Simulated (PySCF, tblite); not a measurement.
# C₅H₁₁N₂Si radical: geometry, infrared bands and EPR parameters

Aim: predict the infrared bands and EPR parameters of C₅H₁₁N₂Si radical (`[CH2][Si](N)(N)CC#CC`).

Programs: tblite 0.8.0 and PySCF 2.14.0, with density-fitted response routines of our own. Each step states its level of theory. These are calculated values for one molecule in the gas phase, unless marked as measured. Atoms count from 0, in the outputs and in this text.

## Step 1: Starting geometry

19 atoms, charge 0, multiplicity 2; geometry from: force field or distance geometry start.

Bonds of the start (Å): C0–Si1 1.82, Si1–N2 1.79, Si1–N3 1.78, Si1–C4 1.86, C4–C5 1.45, C5–C6 1.21, C6–C7 1.47, C0–H8 1.07, C0–H9 1.08, N2–H10 1.06, N2–H11 1.06, N3–H12 1.03, N3–H13 1.05, C4–H14 1.12, C4–H15 1.12, C7–H16 1.10, C7–H17 1.11, C7–H18 1.10.

## Step 2: Optimising the geometry with GFN2-xTB

What the job is given:

```
{"job": {"kind": "relax", "xc": "GFN2-xTB", "basis": "xTB"}, "charge": 0, "multiplicity": 2}
C     -1.770100     0.283400     1.792400
Si    -1.380700     0.189600     0.014000
N     -2.726000     0.976400    -0.866900
N     -1.354900    -1.516300    -0.491800
C      0.137500     1.137700    -0.497800
C      1.371300     0.424000    -0.259700
C      2.405200    -0.168100    -0.075500
C      3.663600    -0.893200     0.174400
H     -1.168300     0.876900     2.447200
H     -2.447200    -0.444000     2.218600
H     -2.544600     2.013900    -0.774000
H     -2.555600     0.694500    -1.877500
H     -1.969500    -1.674800    -1.305000
H     -1.741200    -2.132300     0.267800
H      0.173900     2.158100    -0.031100
H     -0.018800     1.333400    -1.588100
H      4.328100    -0.907200    -0.698400
H      4.132400    -0.411800     1.061000
H      3.455000    -1.931200     0.482800
```

The run is started by

```bash
$ OMP_NUM_THREADS=1 python probes_run.py task.json out
```

The driver reads the jobs from task.json and runs them one after another.

What it wrote:

```text
step      E/eV     max force
  0    -645.71453    1.916
  1    -645.94583    0.839
  2    -646.00045    2.233
  3    -646.03488    1.832
  4    -646.07981    0.568
  5    -646.11726    0.419
  6    -646.14174    0.588
  7    -646.15623    0.383
  8    -646.16828    0.313
  9    -646.17660    0.295
 10    -646.18327    0.249
 11    -646.18838    0.167
 12    -646.19385    0.154
 13    -646.20032    0.285
 14    -646.20751    0.300
 15    -646.21426    0.192
 16    -646.21984    0.142
 17    -646.22464    0.244
 18    -646.22933    0.276
 19    -646.23338    0.195
 20    -646.23665    0.109
 21    -646.23952    0.134
 22    -646.24234    0.183
 23    -646.24505    0.155
 24    -646.24705    0.092
 25    -646.24847    0.088
 26    -646.25015    0.116
 27    -646.25272    0.159
 28    -646.25565    0.143
 29    -646.25768    0.091
 30    -646.25901    0.092
 31    -646.26026    0.103
 32    -646.26193    0.120
 33    -646.26420    0.130
 34    -646.26622    0.121
 35    -646.26768    0.098
 36    -646.26898    0.108
 37    -646.27075    0.136
 38    -646.27380    0.150
 39    -646.27686    0.152
 40    -646.27971    0.141
 41    -646.28125    0.221
 42    -646.28417    0.258
 43    -646.28734    0.277
 44    -646.29222    0.251
 45    -646.30210    0.410
 46    -646.30789    0.309
 47    -646.31482    0.292
 48    -646.32165    0.281
 49    -646.32566    0.195
 50    -646.32915    0.268
 51    -646.33396    0.251
 52    -646.33876    0.390
 53    -646.33938    0.453
 54    -646.34363    0.112
 55    -646.34557    0.146
 56    -646.34978    0.295
 57    -646.35295    0.225
 58    -646.35633    0.134
 59    -646.35824    0.300
 60    -646.36257    0.186
 61    -646.36659    0.138
 62    -646.37228    0.287
 63    -646.37459    0.242
 64    -646.37737    0.068
 65    -646.37839    0.110
 66    -646.37896    0.080
 67    -646.37948    0.056
 68    -646.38003    0.076
 69    -646.38089    0.065
 70    -646.38163    0.058
 71    -646.38217    0.048
 72    -646.38253    0.057
 73    -646.38286    0.055
 74    -646.38322    0.047
 75    -646.38357    0.041
 76    -646.38388    0.044
 77    -646.38423    0.053
 78    -646.38468    0.044
 79    -646.38535    0.059
 80    -646.38604    0.049
 81    -646.38664    0.064
 82    -646.38711    0.060
 83    -646.38761    0.052
 84    -646.38824    0.055
 85    -646.38891    0.055
 86    -646.38937    0.053
 87    -646.38964    0.054
 88    -646.38987    0.039
 89    -646.39020    0.044
 90    -646.39058    0.055
 91    -646.39093    0.060
 92    -646.39118    0.050
 93    -646.39139    0.041
 94    -646.39164    0.041
 95    -646.39193    0.051
 96    -646.39219    0.044
 97    -646.39239    0.030
 98    -646.39260    0.036
 99    -646.39295    0.063
100    -646.39378    0.107
101    -646.39473    0.111
102    -646.39559    0.078
103    -646.39617    0.155
104    -646.39674    0.123
105    -646.39779    0.100
106    -646.39847    0.095
107    -646.39893    0.122
108    -646.39945    0.126
109    -646.39998    0.067
110    -646.40094    0.107
111    -646.40141    0.105
112    -646.40163    0.154
113    -646.40233    0.069
114    -646.40292    0.075
115    -646.40389    0.099
116    -646.40459    0.092
117    -646.40529    0.076
118    -646.40595    0.066
119    -646.39873    0.530
120    -646.40686    0.070
121    -646.40745    0.063
122    -646.40353    0.506
123    -646.40916    0.052
124    -646.41001    0.042
125    -646.40892    0.318
126    -646.41115    0.029
127    -646.41151    0.039
128    -646.41193    0.110
129    -646.41222    0.059
130    -646.41270    0.037
131    -646.41332    0.044
132    -646.41374    0.065
133    -646.41405    0.047
134    -646.41437    0.059
135    -646.41479    0.059
136    -646.41506    0.093
137    -646.41540    0.051
138    -646.41586    0.045
139    -646.41637    0.063
140    -646.41696    0.079
141    -646.41776    0.074
142    -646.41865    0.065
143    -646.41969    0.065
144    -646.42070    0.074
145    -646.42152    0.064
146    -646.42127    0.215
147    -646.42236    0.046
148    -646.42267    0.036
149    -646.42362    0.078
150    -646.42386    0.044
151    -646.42422    0.046
152    -646.42442    0.029
153    -646.42471    0.032
154    -646.42517    0.041
155    -646.42544    0.069
156    -646.42577    0.081
157    -646.42606    0.034
158    -646.42648    0.035
159    -646.42692    0.052
160    -646.42744    0.058
161    -646.42783    0.054
162    -646.42804    0.045
163    -646.42815    0.039
164    -646.42827    0.035
165    -646.42845    0.029
166    -646.42858    0.026
167    -646.42871    0.026
168    -646.42883    0.029
169    -646.42893    0.025
170    -646.42902    0.023
171    -646.42910    0.018
172    -646.42917    0.017
173    -646.42923    0.016
174    -646.42928    0.015
175    -646.42931    0.015
176    -646.42934    0.018
177    -646.42936    0.015
178    -646.42938    0.012
179    -646.42940    0.013
180    -646.42943    0.015
181    -646.42946    0.013
182    -646.42950    0.012
183    -646.42953    0.013
184    -646.42956    0.014
185    -646.42959    0.018
186    -646.42962    0.022
187    -646.42966    0.023
188    -646.42970    0.021
189    -646.42975    0.019
190    -646.42982    0.018
191    -646.42989    0.017
192    -646.42996    0.015
193    -646.43000    0.012
194    -646.43002    0.012
195    -646.43004    0.010
196    -646.43006    0.011
197    -646.43008    0.010
```

Run time: 1.4 s. Hardware: 1 thread of Arm Neoverse V2, shared host.

Relaxation path: (not every step is listed)

| step | energy from step 0 (eV) | largest force (eV/Å) |
| --- | --- | --- |
| 0 | 0.0000 | 1.9162 |
| 1 | -0.2313 | 0.8395 |
| 2 | -0.2859 | 2.2332 |
| 3 | -0.3204 | 1.8322 |
| 4 | -0.3653 | 0.5680 |
| 5 | -0.4027 | 0.4189 |
| 6 | -0.4272 | 0.5883 |
| 7 | -0.4417 | 0.3835 |
| 8 | -0.4538 | 0.3126 |
| 26 | -0.5356 | 0.1165 |
| 44 | -0.5777 | 0.2509 |
| 62 | -0.6578 | 0.2875 |
| 80 | -0.6715 | 0.0491 |
| 98 | -0.6781 | 0.0360 |
| 116 | -0.6901 | 0.0922 |
| 134 | -0.6998 | 0.0587 |
| 152 | -0.7099 | 0.0288 |
| 170 | -0.7145 | 0.0234 |
| 188 | -0.7152 | 0.0215 |
| 192 | -0.7154 | 0.0150 |
| 193 | -0.7155 | 0.0122 |
| 194 | -0.7155 | 0.0120 |
| 195 | -0.7155 | 0.0103 |
| 196 | -0.7155 | 0.0107 |
| 197 | -0.7156 | 0.0100 |

Distances of close pairs at the start and the end, largest changes first:

| bond | before (Å) | after (Å) | change (Å) |
| --- | --- | --- | --- |
| Si1–C4 | 1.862 | 1.936 | +0.074 |
| Si1–N2 | 1.790 | 1.729 | -0.061 |
| N2–H11 | 1.063 | 1.006 | -0.057 |
| N2–H10 | 1.057 | 1.005 | -0.052 |
| Si1–N3 | 1.779 | 1.735 | -0.044 |
| N3–H13 | 1.052 | 1.008 | -0.044 |
| C4–H14 | 1.123 | 1.091 | -0.031 |
| C4–H15 | 1.119 | 1.092 | -0.027 |

The end geometry stands in the next job.

## Step 3: Infrared spectrum with GFN2-xTB

What the job is given:

```
{"job": {"kind": "ir", "xc": "GFN2-xTB", "basis": "xTB"}, "charge": 0, "multiplicity": 2}
C     -1.522936     0.350292     1.731327
Si    -1.437220     0.288115    -0.113142
N     -2.888667     1.002566    -0.723355
N     -1.372264    -1.244811    -0.924100
C      0.211845     1.125301    -0.685405
C      1.365224     0.359637    -0.294417
C      2.302803    -0.307660     0.045604
C      3.457136    -1.084647     0.451340
H     -2.313582     0.845602     2.265674
H     -0.729363    -0.028678     2.351029
H     -3.155789     1.913269    -0.391711
H     -3.074244     0.924376    -1.709289
H     -2.123346    -1.893451    -0.750308
H     -0.489773    -1.730399    -0.894213
H      0.291018     2.129689    -0.265827
H      0.197654     1.216619    -1.773220
H      4.166563    -1.165775    -0.372910
H      3.953068    -0.602775     1.294381
H      3.152070    -2.088019     0.751079
```

What it wrote:

```text
mode    cm-1     km/mol
  1     -27.3      0.04
  2      28.8      0.09
  3      64.5      0.31
  4     116.1      6.71
  5     147.5      1.21
  6     154.8      6.10
  7     185.3      8.06
  8     200.0      3.02
  9     213.9     10.55
 10     216.5      8.41
 11     232.5      1.84
 12     244.0      2.55
 13     264.4     10.38
 14     297.9      0.04
 15     370.2      4.75
 16     479.1     22.78
 17     515.0    331.31
 18     597.1    157.82
 19     646.7     36.90
 20     709.9     17.06
 21     735.4     28.35
 22     769.5     19.22
 23     796.3     14.38
 24     802.5      7.27
 25     827.1     51.16
 26     908.5    178.54
 27     921.7    255.63
 28    1025.1     14.74
 29    1028.3      6.74
 30    1121.5      3.46
 31    1178.9      8.43
 32    1230.4     74.11
 33    1392.7      3.60
 34    1394.5      2.00
 35    1438.4      2.47
 36    1465.5      4.16
 37    1466.0      3.98
 38    1516.9     58.75
 39    1523.2     30.59
 40    2398.5     30.39
 41    2955.8     40.85
 42    2968.5     50.42
 43    2986.5     33.19
 44    2991.1     35.79
 45    3000.9     51.45
 46    3097.8     12.96
 47    3139.3     34.00
 48    3471.0      1.11
 49    3491.2      2.01
 50    3507.1      1.83
 51    3530.4      1.18
```

It took 0.69 s on 1 thread of Arm Neoverse V2, shared host.

Which atoms move in the most intense modes:

| cm⁻¹ | km/mol | atoms |
| --- | --- | --- |
| 515 | 331.3 | H11 26 %, H10 21 %, H9 15 %, N2 13 % |
| 597 | 157.8 | H12 38 %, H13 37 %, N3 23 % |
| 827 | 51.2 | H12 37 %, H13 25 %, N3 11 % |
| 908 | 178.5 | Si1 42 %, N3 18 %, C0 12 % |
| 922 | 255.6 | Si1 42 %, N2 30 % |
| 1230 | 74.1 | C4 30 %, C5 23 %, C6 22 % |
| 1517 | 58.8 | H13 39 %, H12 38 % |
| 3001 | 51.5 | H17 50 %, H16 29 %, H18 19 % |

## Step 4: g tensor and hyperfine couplings: B3LYP/pcH-1

Same as in step 3 but for these lines:

```diff
@@ -1,2 +1,2 @@
-{"job": {"kind": "ir", "xc": "GFN2-xTB", "basis": "xTB"}, "charge": 0, "multiplicity": 2}
+{"job": {"kind": "epr", "basis": "pcH-1"}, "charge": 0, "multiplicity": 2}
 C     -1.522936     0.350292     1.731327
```

Level: UKS B3LYP, pcH-1 on C H N Si, non-relativistic, mean-field spin-orbit, GIAO.

What it wrote:

```text
UKS, coarse grid
  cycle   1  E = -596.02489567  |g| = 5.42e-01
  cycle   2  E = -595.94917108  |g| = 6.89e-01
  cycle   3  E = -596.15270766  |g| = 8.91e-02
  cycle   4  E = -596.15588072  |g| = 3.28e-02
  cycle   5  E = -596.15638370  |g| = 9.66e-03
  cycle   6  E = -596.15640620  |g| = 7.12e-03
  cycle   7  E = -596.15643214  |g| = 1.33e-03
  cycle   8  E = -596.15643306  |g| = 9.14e-04
UKS, final grid
  cycle   1  E = -596.15648922  |g| = 1.54e-03
  cycle   2  E = -596.15648716  |g| = 2.69e-03
  cycle   3  E = -596.15649018  |g| = 3.37e-04
  cycle   4  E = -596.15649024  |g| = 3.29e-05
  cycle   5  E = -596.15649024  |g| = 2.17e-05
E = -596.15649024 Eh   <S^2> = 0.7531 (exact 0.7500)
g shifts (ppm)      1          2          3
  rmc          -129       -129       -129
  gc             10         24         32
  oz_so          64        413        682
  total         -55        308        586
hyperfine (MHz)  atom isotope    a_iso     a_fc   dipolar eigenvalues
    0   13C      80.41      80.52    -75.71    -75.50    151.21
    1  29Si      44.77      44.83     -1.42     -0.86      2.27
    2   14N      -0.35      -0.35     -0.52     -0.03      0.55
    3   14N       2.34       2.35     -1.89     -1.81      3.70
    4   13C      16.47      16.47     -2.36     -2.15      4.51
    5   13C      -1.13      -1.13     -0.50     -0.26      0.76
    6   13C       0.33       0.33     -0.50     -0.17      0.67
    7   13C      -0.14      -0.14     -0.13     -0.11      0.24
    8    1H     -57.84     -57.85    -36.99     -0.52     37.52
    9    1H     -57.08     -57.09    -36.87     -0.64     37.52
   10    1H       1.33       1.33     -2.38     -1.75      4.12
   11    1H      -1.73      -1.73     -1.55     -1.28      2.83
   12    1H      -2.23      -2.23     -3.83     -0.77      4.60
   13    1H      -2.16      -2.17     -3.31     -0.90      4.20
   14    1H       0.79       0.79     -3.27     -1.47      4.74
   15    1H      11.23      11.23     -1.87     -0.88      2.75
   16    1H       0.34       0.34     -0.33     -0.32      0.65
   17    1H       0.05       0.05     -0.44     -0.43      0.87
   18    1H       0.51       0.51     -0.49     -0.46      0.95
```

Run time: 2.4 min. Hardware: 1 thread of Arm Neoverse V2, shared host; peak memory 1.1 GiB.

Principal g values 2.00226, 2.00263, 2.00290; g(iso) = 2.00260, against 2.00232 for a free electron.

Hyperfine couplings; where a row names several nuclei, a(iso) is their mean (it holds for fast rotation or exchange) and the dipolar term the largest among them:

| nuclei | isotope | a(iso) (MHz) | a(iso) (G, at g = 2.0023) | largest dipolar term (MHz) |
| --- | --- | --- | --- | --- |
| C0 | 13C | 80.4 | 28.7 | 151.2 |
| H8, H9 | 1H | -57.5 | -20.5 | 37.5 |
| Si1 | 29Si | 44.8 | 16.0 | 2.3 |
| C4 | 13C | 16.5 | 5.9 | 4.5 |
| H14, H15 | 1H | 6.0 | 2.1 | 4.7 |
| H10, H11, H12, H13 | 1H | -1.2 | -0.4 | 4.6 |
| C5 | 13C | -1.1 | -0.4 | 0.8 |
| N2, N3 | 14N | 1.0 | 0.4 | 3.7 |
| C6 | 13C | 0.3 | 0.1 | 0.7 |
| H16, H17, H18 | 1H | 0.3 | 0.1 | 1.0 |
| C7 | 13C | -0.1 | 0.0 | 0.2 |

Mulliken spin populations:

C0 1.04; Si1 -0.01; N2 0.00; N3 0.03; C4 0.01; C5 0.00; C6 0.00; C7 0.00; H8 -0.04; H9 -0.04; H10 0.00; H11 0.00; H12 0.00; H13 0.00; H14 0.00; H15 0.00; H16 0.00; H17 0.00; H18 0.00

In first order the couplings over 0.8 MHz of 1H, 14N give 225 distinct lines over 48.4 G, if the averaged nuclei exchange fast.

Orbitals, density, ELF and potential are computed afterwards from the orbital file.

ELF in a plane through or near 8 of the atoms.

Values, 10 rows by 14 columns:
```
0.00 0.00 0.00 0.00 0.00 0.00 0.00 0.00 0.00 0.00 0.00 0.00 0.00 0.00
0.00 0.00 0.00 0.00 0.00 0.00 0.00 0.02 0.02 0.06 0.00 0.00 0.00 0.00
0.00 0.00 0.00 0.00 0.00 0.00 0.33 0.98 0.50 0.99 0.80 0.00 0.00 0.00
0.00 0.00 0.22 0.36 0.01 0.03 0.02 0.92 0.59 0.85 0.13 0.00 0.00 0.00
0.00 0.01 0.54 0.81 0.26 0.60 0.17 0.11 0.72 0.35 0.29 0.23 0.00 0.00
0.00 0.03 0.76 0.43 0.87 0.80 0.57 0.30 0.59 0.69 0.56 0.53 0.01 0.00
0.00 0.04 0.99 0.91 0.19 0.67 0.30 0.05 0.17 0.14 0.98 0.59 0.00 0.00
0.00 0.00 0.02 0.01 0.00 0.06 0.00 0.01 0.01 0.00 0.56 0.12 0.00 0.00
0.00 0.00 0.00 0.00 0.00 0.00 0.00 0.00 0.00 0.00 0.00 0.00 0.00 0.00
0.00 0.00 0.00 0.00 0.00 0.00 0.00 0.00 0.00 0.00 0.00 0.00 0.00 0.00
```
The map spans 13.7 Å across and 10.2 Å up, centred on the molecule. Atoms in the plane (x, y in Å): C0 (1.4, 1.9), Si1 (1.5, 0.0), N2 (3.1, -0.4), C7 (-3.7, 0.1), H8 (2.2, 2.5), H9 (0.4, 2.4), H11 (3.4, -1.4), H16 (-4.3, -0.8).

log10 of the density (e/Å³) in the same plane.

Ten even steps from '0' (-4.0) to '9' (1.2):
```
0000000000000000000000000000
0000000000000011111000000000
0000000000000122332210000000
0000000000002344444431000000
0000011000013566666542000000
0001122211123577778642100000
0012344333333567987542100000
0013466544444457876543310000
0024577665554456776555421000
0124578877766557997776532000
0124678777776567987887542000
0124677666666556666787532000
0124566555555555555776531000
0013344334444444444565421000
0001222222222333333333210000
0000000001111122211121100000
0000000000000000000000000000
0000000000000000000000000000
0000000000000000000000000000
0000000000000000000000000000
```
The map spans 13.7 Å across and 10.2 Å up, centred on the molecule. Atoms in the plane (x, y in Å): C0 (1.4, 1.9), Si1 (1.5, 0.0), N2 (3.1, -0.4), C7 (-3.7, 0.1), H8 (2.2, 2.5), H9 (0.4, 2.4), H11 (3.4, -1.4), H16 (-4.3, -0.8).

On the surface of density 0.002 e/bohr³ the electrostatic potential runs, from the 1st to the 99th percentile, from -1.38 V near N2 to 1.39 V near H10.

The spin density lies nearest to C0 69 %; H8, H9 about 10 % each.

## Step 5: Results

| quantity | value |
| --- | --- |
| strongest single infrared mode (GFN2-xTB) | 515 cm⁻¹, 331 km/mol |
| zero-point energy (GFN2-xTB) | 92.6 kcal/mol |
| g(iso) (B3LYP) | 2.00260 |
| ⟨S²⟩ | 0.753 (exact 0.75) |
| largest a(iso) (averaged by class) | 13C on C0, 80.4 MHz |
| surface potential, 1st and 99th percentile | -1.38 V and 1.39 V |

What this shows: Relaxing lowered the energy by 0.716 eV in 197 steps; the close pair that moved most is Si1–C4, from 1.862 to 1.936 Å. The lowest mode is imaginary (27i cm⁻¹), so the xTB geometry is not a minimum. The strongest single mode, at 515 cm⁻¹, is spread over several atoms, H11, H10, H9, N2 among them. GFN2-xTB is a fitted tight-binding method: band positions and strengths are rough. Its intensities can rank the bands wrongly. C0 carries the largest spin population, 1.04 e. The isotropic g lies 0.3 ppt above the free-electron value.
